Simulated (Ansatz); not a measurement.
# CHf: the cost of one run

The runs use Ansatz 0.2.0, Gaussian basis; def2-QZVPP, core rule «outside noble gas», up to 5 orbitals frozen.

The runs, in order: UHF; ROHF; CCSD(T) on UHF.

### 1 The system

The geometry is a PBE0/def2-TZVP stationary point (not a proven minimum) of the parent state, kept for this charge and spin. No spin-orbit coupling is included. Elements past krypton take def2 core potentials.

2 atoms, charge 1, spin multiplicity 4.

Atoms are counted from 1 here; the program's logs count them from 0.

Bond lengths: Hf1–C2 1.779 Å.

### 2 UHF

Contents of in.yaml:

```yaml
crystal:
  periodic: [false, false, false]
  atoms:
    - {symbol: Hf, position_ang: [0.000000, 0.000000, 0.000000]}
    - {symbol: C, position_ang: [0.000000, 0.000000, 1.779000]}
basis:
  gaussian: {orbitals: "def2-QZVPP.json"}
total_charge: 1
magnetization: {spin_polarized: true, initial_magnetization: 3}
hamiltonian: {xc: hf}
output: {orbitals: {seedname: orbitals}}
```

Run with:

```
ansatz run in.yaml --threads 1 --pin off --events-out ev --progress --plain --max-ram 4096MiB --backend cpu
```

What time and memory should one allow on 1 thread of AMD EPYC 7R13, shared host?

About 9 s, with a peak of 0.3 GiB.
